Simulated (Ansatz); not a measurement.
**Cyclo-(F2GeSe)2 (Ge₂Se₂F₄): geometry, orbitals and charge**

What does cyclo-(F2GeSe)2 (Ge₂Se₂F₄) look like as a singlet, and where do its frontier electrons sit?

Method: RKS PBE0-D4/def2-TZVP; program: Ansatz 0.2.0, Gaussian basis.

Plan: relaxation at r2SCAN-D4/def2-SVP; a single point at PBE0-D4/def2-TZVP; harmonic vibrations at r2SCAN-D4/def2-SVP.

5 further runs of the same task are left out: 3 that didn't finish, 2 set aside as unsound or not needed.

## 1. Where the work starts

8 atoms, charge 0, spin multiplicity 1.

Atoms are counted from 1 here; the program's logs count them from 0.

Bond lengths: Ge1–F2 1.780 Å, Ge1–F3 1.779 Å, Ge1–Se4 2.427 Å, Ge1–Se8 2.427 Å, Se4–Ge5 2.428 Å, Ge5–F6 1.778 Å, Ge5–F7 1.779 Å, Ge5–Se8 2.427 Å. Angles: F2–Ge1–F3 96.2°, F2–Ge1–Se4 114.4°, F2–Ge1–Se8 114.4°, F3–Ge1–Se4 114.3°, F3–Ge1–Se8 114.4°, Se4–Ge1–Se8 103.7°, Ge1–Se4–Ge5 76.3°, Se4–Ge5–F6 114.3°, Se4–Ge5–F7 114.4°, Se4–Ge5–Se8 103.7°, F6–Ge5–F7 96.2°, F6–Ge5–Se8 114.4°, F7–Ge5–Se8 114.4°, Ge1–Se8–Ge5 76.3°.

As a file:

```xyz
8

Ge   -0.47029   -1.36812    0.39472
F    -0.02527   -2.44313    1.74138
F    -1.66856   -2.46085   -0.33652
Se   -1.36602    0.78108    1.08006
Ge    0.47211    1.36817   -0.39320
F     0.01681    2.43148   -1.74390
F     1.66690    2.47259    0.32728
Se    1.37432   -0.78122   -1.06982
```

The start is a GFN2-xTB geometry.

## 2. Optimising with r2SCAN-D4/def2-SVP

in.yaml

```yaml
crystal:
  periodic: [false, false, false]
  atoms:
    - {symbol: Ge, position_ang: [-0.470290, -1.368120, 0.394720]}
    - {symbol: F, position_ang: [-0.025270, -2.443130, 1.741380]}
    - {symbol: F, position_ang: [-1.668560, -2.460850, -0.336520]}
    - {symbol: Se, position_ang: [-1.366020, 0.781080, 1.080060]}
    - {symbol: Ge, position_ang: [0.472110, 1.368170, -0.393200]}
    - {symbol: F, position_ang: [0.016810, 2.431480, -1.743900]}
    - {symbol: F, position_ang: [1.666900, 2.472590, 0.327280]}
    - {symbol: Se, position_ang: [1.374320, -0.781220, -1.069820]}
basis:
  gaussian: {orbitals: def2-SVP}
hamiltonian: {xc: r2scan, dispersion: d4}
scf: {lower_state_search: "off"}
output: {orbitals: {seedname: orbitals}}
relax: {f_tol: 0.02, max_steps: 100}
```

On the command line:

```
$ ansatz run in.yaml --threads 4 --pin off --events-out ev --progress --plain --max-ram 4787MiB
```

The runs that follow: Single point, PBE0-D4/def2-TZVP; Harmonic vibrations.

**Question.** What will the summary of the whole plan be? Wanted: point group; commonest bond; HOMO, LUMO at PBE0-D4/def2-TZVP; dipole at r2SCAN-D4/def2-SVP; lowest, highest wavenumber.

As calculated:

```
                       quantity                           value
                    point group                             D2h
                 commonest bond  F–Ge, 4 of mean length 1.725 Å
HOMO, LUMO at PBE0-D4/def2-TZVP                 -8.32, -2.95 eV
   dipole at r2SCAN-D4/def2-SVP                          0.01 D
     lowest, highest wavenumber                    37, 742 cm⁻¹
```

What this shows: The molecule keeps its bonding pattern by the stored test; the atoms moved 0.10 Å (rms). All wavenumbers are real: a minimum at this level.
